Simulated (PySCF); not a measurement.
# I₃: relaxation and vibrations of the doublet

The task is one start of a wider search on I₃: the doublet, from a B3LYP minimum start. It is relaxed, tested by its Hessian and followed downhill if it is a saddle.

Program: PySCF 2.14.0. Level of theory: B3LYP, basis I def2-SVP with ECP28, scalar-relativistic core potentials, no spin–orbit coupling, density fitting. These are calculated values, not measurements.

## Step 1: Starting geometry

3 atoms, charge 0, spin multiplicity 2.

Bond lengths: I1–I2 2.881 Å, I1–I3 2.881 Å. Angles: I2–I1–I3 150.1°.

```xyz
3
charge 0 multiplicity 2
I    -0.4953    0.0000    0.0000
I     0.2477    2.7836    0.0000
I     0.2477   -2.7836    0.0000
```

## Step 2: First SCF at the start

The steps below are one call of a driver around PySCF. For each, scf.py gives the equivalent set-up of the SCF; relaxations use the driver's own optimiser. After this first run the driver tries any further starts and a stability analysis.

scf.py reads:

```python
from pyscf import gto, scf, dft
mol = gto.M(atom='''
I     -0.495320    -0.000000    -0.000000
I      0.247660     2.783640    -0.000000
I      0.247660    -2.783640     0.000000''',
    basis={'I': 'def2-SVP'},
    ecp={'I': 'def2-SVP'},
    charge=0, spin=1)
mf = dft.UKS(mol, xc='B3LYP')
mf.grids.atom_grid = (50, 194)
aux = {'I': 'def2-universal-JKFIT'}
mf = mf.density_fit(auxbasis=aux)
mf.conv_tol = 1e-08
mf.diis_space = 10
mf.max_cycle = 60
mf.init_guess = 'huckel'
mf.verbose = 4
mf.kernel()
```

Started as:

```
$ OMP_NUM_THREADS=2 python axn.py task.json out
```

Standard output:

```text
init E= -893.280201428092
[... the frontier-level lines of each cycle are left out ...]
cycle= 1 E= -893.274396603196  delta_E= 0.0058  |g|= 0.375  |ddm|= 1.23
cycle= 2 E= -893.022709431687  delta_E= 0.252  |g|= 0.657  |ddm|= 1.64
cycle= 3 E= -893.386746169101  delta_E= -0.364  |g|= 0.051  |ddm|= 1.13
cycle= 4 E= -893.388425551004  delta_E= -0.00168  |g|= 0.0222  |ddm|= 0.135
cycle= 5 E= -893.388780817448  delta_E= -0.000355  |g|= 0.00322  |ddm|= 0.042
cycle= 6 E= -893.388812133538  delta_E= -3.13e-05  |g|= 0.00154  |ddm|= 0.017
cycle= 7 E= -893.388826420157  delta_E= -1.43e-05  |g|= 0.000666  |ddm|= 0.0158
cycle= 8 E= -893.388829081618  delta_E= -2.66e-06  |g|= 0.000227  |ddm|= 0.00799
cycle= 9 E= -893.388829291659  delta_E= -2.1e-07  |g|= 8.16e-05  |ddm|= 0.00214
cycle= 10 E= -893.388829311956  delta_E= -2.03e-08  |g|= 2.77e-05  |ddm|= 0.000588
cycle= 11 E= -893.388829313877  delta_E= -1.92e-09  |g|= 8.75e-06  |ddm|= 0.00019
Extra cycle  E= -893.388829313798  delta_E= 7.94e-11  |g|= 1.42e-05  |ddm|= 4.01e-05
converged SCF energy = -893.388829313798  <S^2> = 0.7637191  2S+1 = 2.0136724
```

This step, with its further starts and checks, needed 9.6 s of wall time on 2 threads of Arm Neoverse N1, shared host.

No lower solution of this spin turned up in the test of internal stability.

## Step 3: Relaxing the doublet from the B3LYP minimum start

The program finds C2v symmetry in the start, which this walk keeps. The walk stops when the largest gradient is under 0.0003 Eh/bohr and the energy has settled too.

Changes to scf.py since step 2:

```diff
@@ -3,2 +3,2 @@
-I     -0.495320    -0.000000    -0.000000
-I      0.247660     2.783640    -0.000000
+I     -0.495320     0.000000     0.000000
+I      0.247660     2.783640     0.000000
@@ -16 +15,0 @@
-mf.init_guess = 'huckel'
```

Energy and gradient, step by step:

```tsv
step	energy (Eh)	change (kJ/mol)	largest symmetric gradient (Eh/bohr)
0	-893.388829	0.00	0.00052
1	-893.388846	-0.04	0.00031
2	-893.388854	-0.07	0.00001
```

The walk took 17 s.

Geometry (Å) and forces (eV/Å) at some steps:

```
step 0
I   -0.495   0.000   0.000   0.027   0.000   0.000
I    0.248   2.784   0.000  -0.013   0.011   0.000
I    0.248  -2.784   0.000  -0.013  -0.011   0.000
step 1
I   -0.484   0.000   0.000   0.016   0.000   0.000
I    0.242   2.788   0.000  -0.008   0.006   0.000
I    0.242  -2.788   0.000  -0.008  -0.006   0.000
step 2
I   -0.467   0.000   0.000   0.000   0.000   0.000
I    0.234   2.795   0.000   0.000  -0.001   0.000
I    0.234  -2.795   0.000   0.000   0.001   0.000
```

End point (C2v, 2 steps, 0.1 kJ/mol gained): I–I 2.882 Å (×2); I–I–I 151.8°.

## Step 4: Frequencies

The point is checked on the finer grid, and tightened if its gradient asks for it. The Hessian and the dipole derivatives come from central differences of analytic gradients, with steps of 0.02 bohr.

Changes to scf.py since step 3:

```diff
@@ -3,3 +3,3 @@
-I     -0.495320     0.000000     0.000000
-I      0.247660     2.783640     0.000000
-I      0.247660    -2.783640     0.000000''',
+I     -0.487324     0.000000     0.000000
+I      0.243662     2.787789     0.000000
+I      0.243662    -2.787789     0.000000''',
@@ -10 +10 @@
-mf.grids.atom_grid = (50, 194)
+mf.grids.atom_grid = (75, 302)
@@ -13 +13 @@
-mf.conv_tol = 1e-08
+mf.conv_tol = 1e-10
```

This SCF starts from the last density.

SCF at the final geometry:

```text
init E= -893.388659779906
[... the frontier-level lines of each cycle are left out ...]
cycle= 1 E= -893.388659779837  delta_E= 6.91e-11  |g|= 9.27e-06  |ddm|= 2.71e-05
Extra cycle  E= -893.388659779267  delta_E= 5.7e-10  |g|= 2.54e-05  |ddm|= 7.36e-05
converged SCF energy = -893.388659779267  <S^2> = 0.76366976  2S+1 = 2.0136234
```

The whole step took 79 s.

Geometry: C2v; I–I 2.882 Å (×2); I–I–I 150.6°.

Harmonic modes (main isotopes):

| symmetry | ω (cm⁻¹) | IR (km/mol) |
| --- | --- | --- |
| a1 | 36 | 0.1 |
| a1 | 126 | 0.0 |
| b2 | 134 | 23.1 |

All wavenumbers are real: a minimum.

Properties at this point:

```
Dipole moment                                                   : 0.44 D
Highest occupied level                                          : -7.08 eV
Lowest empty level                                              : -5.64 eV
Rotational constants                                            : 0.3729, 0.008546, 0.008355 cm⁻¹
Zero-point energy                                               : 1.8 kJ/mol
Principal polarisabilities                                      : 45.1, 50.1, 263.0 bohr³
Atomisation energy without zero-point energy                    : 218 kJ/mol
Principal traceless quadrupole moments about the centre of mass : -3.56, -0.03, 3.59 D Å
Entropy at 298.15 K and 1 bar (electronic part: spin only)      : 358.1 J/(mol K)
Heat capacity Cp at 298.15 K                                    : 57.6 J/(mol K)
Enthalpy at 298.15 K above 0 K                                  : 15.75 kJ/mol
Rotational symmetry number                                      : 2
Spin squared ⟨S²⟩                                               : 0.764
```

Charges (e) and bond orders:

```
atom  Mulliken  Löwdin  polar tensor  spin (Mulliken)  Mayer order to I1
  I1      0.17    0.17          0.54             0.29                  –
I2,3     -0.09   -0.09         -0.27             0.35               0.77
```

Mulliken populations on I1 (outside its core potential): s 3.98, p 10.76, d 10.08.

## Step 5: Summary of results

| quantity | value |
| --- | --- |
| minimum | doublet, C2v |
| geometry | I–I 2.882 Å (×2); I–I–I 150.6° |
| wavenumbers (cm⁻¹) | 36 (a1), 126 (a1), 134 (b2) |
| dipole moment | 0.44 D |
| highest occupied, lowest empty level (either spin) | -7.08, -5.64 eV |
| polar-tensor charge of I1 | +0.54 e |
| zero-point energy | 1.8 kJ/mol |
| entropy at 298.15 K | 358.1 J/(mol K) |
| atomisation energy (no zero-point energy) | 218 kJ/mol |
| ⟨S²⟩ | 0.764 |

In words: The molecule stays C2v, as typed, and the end point is a minimum. In the infrared the band at 134 cm⁻¹ (b2, stretch) leads. Only this shape and spin were tried, so other structures or states may lie lower. With an element this heavy the missing spin–orbit coupling can shift these numbers.

The search up to here took 1.8 min.
